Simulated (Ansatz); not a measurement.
# GaH₃S: taking an electron away

The task here is to estimate one member of a computed series from the others.

Program: Ansatz 0.2.0, Gaussian basis. Level of theory: unrestricted cation, the program's frozen cores in correlated methods. These are calculated values, not measurements.

Plan: UKS PBE-D4/def2-TZVPP; UKS r2SCAN-D4/def2-TZVPP; UKS PBE0-D4/def2-TZVPP; UKS B3LYP-D4/def2-TZVPP; UKS wB97X-V/def2-TZVPP; UKS wB97M-V/def2-TZVPP; UKS B2PLYP/def2-TZVPP; UHF-CCSD(T)/def2-TZVPP; UHF-MP2/def2-QZVPP; extrapolation to the limit; then −ε(HOMO) from the neutral's earlier runs with LDA (SPW92), PBE-D4, revPBE-D4, BLYP-D4, r2SCAN-D4, B97M-V, PBE0-D4, B3LYP-D4, r2SCANh-D4, r2SCAN0-D4, HSE06-D4, BHLYP-D4, CAM-B3LYP-D4, LC-ωPBE, ωB97X-V, ωB97M-V.

**The relaxed structure**

All runs share one geometry, relaxed beforehand with PBE0-D4 in a triple-zeta def2 set.

SMILES `[SH][GaH2]`, 5 atoms, charge 0, spin multiplicity 1.

Atoms are counted from 1 here; the program's logs count them from 0.

Bond lengths: S1–Ga2 2.199 Å, S1–H3 1.343 Å, Ga2–H4 1.559 Å, Ga2–H5 1.560 Å. Angles: Ga2–S1–H3 95.0°, S1–Ga2–H4 115.2°, S1–Ga2–H5 118.1°, H4–Ga2–H5 126.7°.

Set-up of the first run:

Contents of in.yaml:

```yaml
crystal:
  periodic: [false, false, false]
  atoms:
    - {symbol: S, position_ang: [0.039028, -1.453292, 0.684428]}
    - {symbol: Ga, position_ang: [-0.329273, 0.433183, -0.383447]}
    - {symbol: H, position_ang: [1.263831, -1.108351, 1.113276]}
    - {symbol: H, position_ang: [-1.711174, 0.532479, -1.097898]}
    - {symbol: H, position_ang: [0.787487, 1.522382, -0.357758]}
basis:
  gaussian: {orbitals: def2-TZVPP}
total_charge: 1
magnetization: {spin_polarized: true, initial_magnetization: 1}
hamiltonian: {xc: pbe, dispersion: d4}
```

Steps of the session up to this table: Cation, UKS PBE-D4/def2-TZVPP; Cation, UKS r2SCAN-D4/def2-TZVPP; Cation, UKS PBE0-D4/def2-TZVPP; Cation, UKS B3LYP-D4/def2-TZVPP; Cation, UKS wB97X-V/def2-TZVPP; Cation, UKS wB97M-V/def2-TZVPP; Cation, UKS B2PLYP (frozen core)/def2-TZVPP; Cation, UHF-CCSD(T)/def2-TZVPP; Cation, UHF-MP2/def2-QZVPP.

One of the session's tables, all rows but one given; the rest of the session is left out.

It belongs to the step «Ionisation energies side by side». For comparison, −ε(HOMO) of the neutral from earlier runs:

| functional | −ε(HOMO) (eV) |
| --- | --- |
| LDA (SPW92) | 6.73 |
| PBE-D4 | 6.58 |
| revPBE-D4 | ? |
| BLYP-D4 | 6.41 |
| r2SCAN-D4 | 6.85 |
| B97M-V | 6.92 |
| PBE0-D4 | 7.73 |
| B3LYP-D4 | 7.49 |
| r2SCANh-D4 | 7.28 |
| r2SCAN0-D4 | 7.92 |
| HSE06-D4 | 7.33 |
| BHLYP-D4 | 8.74 |
| CAM-B3LYP-D4 | 9.03 |
| LC-ωPBE | 10.43 |
| ωB97X-V | 10.07 |
| ωB97M-V | 9.90 |

Estimate the missing values for revPBE-D4.

As computed: −ε(HOMO) (eV): 6.53. In the column «−ε(HOMO) (eV)» it lies between BLYP-D4 (6.41) and PBE-D4 (6.58).

Limits of these values: The cation may have settled in a state other than its lowest; no search over hole states beyond the program's own was made.
